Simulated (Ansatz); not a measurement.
# PbTe (SMILES [Te][Pb]) at PBE-QIDH/def2-TZVPP (core potential)

Aim: the vertical singlet–triplet gap of PbTe at PBE-QIDH/def2-TZVPP (core potential), from 2 runs. 

Program for the calculation: Ansatz 0.2.0.

3 further runs of the same task are left out: 3 that didn't finish.

**1. The system as given**

PbTe has 2 atoms, charge 0, and is taken as a singlet. As SMILES, `[Te][Pb]`. The shape is that of a PBE0-D4/def2-TZVP optimisation.

Bond lengths: Te1–Pb2 2.590 Å.

**2. A single-point energy at PBE-QIDH/def2-TZVPP (core potential)**

Contents of run.yaml:

```yaml
crystal:
  periodic: [false, false, false]
  atoms:
    - {symbol: Te, position_ang: [-0.000000, 0.000000, -0.008980]}
    - {symbol: Pb, position_ang: [0.000000, -0.000000, 2.580890]}
basis:
  gaussian: {orbitals: def2-TZVPP}
hamiltonian: {xc: {name: PBE-QIDH}}
correlation: {frozen_orbitals: {Pb: 4, Te: 4}}
accuracy: high
output: {orbitals: {seedname: orbitals}}
```

The run is started by

```sh
$ ansatz run run.yaml --threads 1 --pin off --max-ram 3480MiB --events-out events.jsonl --progress --plain --runs-dir runs
```

Log:

```text
Warning: RAYON_NUM_THREADS=1 ignored (pool sized by the plan → 1); use --threads N
Functional definition: PBE-QIDH
  name "PBE-QIDH"
  parameter a = 3^(-1/3)
  parameter c = 1/3
  exchange = (1 - a)*pbe_x + a*exact_x
  correlation = (1 - c)*pbe_c + c*(mp2_os + mp2_ss)
1756 factors; integrals over basis functions are off by at most 3.4e-9 eV
mean field evaluation 1: about -12522.7129 eV, gradient 1.9e1 eV
mean field evaluation 2: about -12522.7871 eV, gradient 1.9e1 eV
mean field evaluation 4: about -12524.5162 eV, gradient 2.2e0 eV
mean field evaluation 8: about -12524.5359 eV, gradient 3.3e-1 eV
mean field evaluation 16: about -12524.5362 eV, gradient 5.3e-4 eV
mean field -12524.53621796 eV, -460.2682165744 hartree, gradient 7.3e-8 eV, S^2 0.000000; 0 other end points of the search recorded, 0 dependent functions left out
8 core orbitals not correlated: weight in the atoms' cores, before any rotation towards them, 1.000 or more for the frozen orbitals, at most 0.000 for the correlated occupied ones
reference -12524.53621870 eV, -460.2682166016 hartree; 15, 15 occupied and 77, 77 virtual orbitals, 1756 factors
second order -25.62792794 eV of doubles, -0.00000000 eV of singles
Total energy: -12533.07886134 eV, -460.5821529284 hartree
```

Wall time 14 s (1 thread of Arm Neoverse V1, shared host); peak memory 0.3 GiB.

**3. The triplet**

Contents of input.yaml:

```yaml
crystal:
  periodic: [false, false, false]
  atoms:
    - {symbol: Te, position_ang: [-0.000000, 0.000000, -0.008980]}
    - {symbol: Pb, position_ang: [0.000000, -0.000000, 2.580890]}
basis:
  gaussian:
    orbitals: def2-TZVPP
magnetization:
  spin_polarized: true
  initial_magnetization: 2
hamiltonian:
  xc: {name: PBE-QIDH}
correlation:
  frozen_orbitals: {Pb: 4, Te: 4}
accuracy: high
output: {orbitals: {seedname: orbitals}}
```

The run is started by

```sh
$ ansatz run input.yaml --threads 1 --pin off --max-ram 3480MiB --events-out events.jsonl --progress --plain --runs-dir runs
```

Log, cut to the lines that bear on the results:

```text
Warning: RAYON_NUM_THREADS=1 ignored (pool sized by the plan → 1); use --threads N
[... 2 set-up lines as earlier in the session ...]
[...]
1756 factors; integrals over basis functions are off by at most 3.4e-9 eV
[...]
mean field -12523.07708238 eV, -460.2145943310 hartree, gradient 1.3e-8 eV, S^2 2.012865; 7 other end points of the search recorded, 0 dependent functions left out
8 core orbitals not correlated: weight in the atoms' cores, before any rotation towards them, 1.000 or more for the frozen orbitals, at most 0.000 for the correlated occupied ones
reference -12523.07708319 eV, -460.2145943606 hartree; 16, 14 occupied and 76, 78 virtual orbitals, 1756 factors
second order -24.17873788 eV of doubles, -0.00000000 eV of singles
Total energy: -12531.13666248 eV, -460.5107784366 hartree
```

Wall time 65 s (1 thread of Arm Neoverse V1, shared host); peak memory 0.44 GiB.

**4. Outcome**

At PBE-QIDH/def2-TZVPP (core potential), 8 core orbitals frozen:

```
                                                         quantity          value
                                            singlet: total energy  -460.58215 Eh
                       singlet: HOMO energy (SCF part's orbitals)       -7.63 eV
                       singlet: LUMO energy (SCF part's orbitals)       -1.30 eV
                     singlet: HOMO–LUMO gap (SCF part's orbitals)        6.33 eV
                                            triplet: total energy  -460.51078 Eh
triplet: HOMO energy (SCF part's orbitals) (highest over α and β)       -5.88 eV
 triplet: LUMO energy (SCF part's orbitals) (lowest over α and β)       -2.52 eV
                                                    triplet: ⟨S²⟩          2.013
                 vertical energy of the triplet above the singlet       1.942 eV
```

**Reading.** At this shape the triplet lies 1.94 eV (187 kJ/mol) above the singlet.
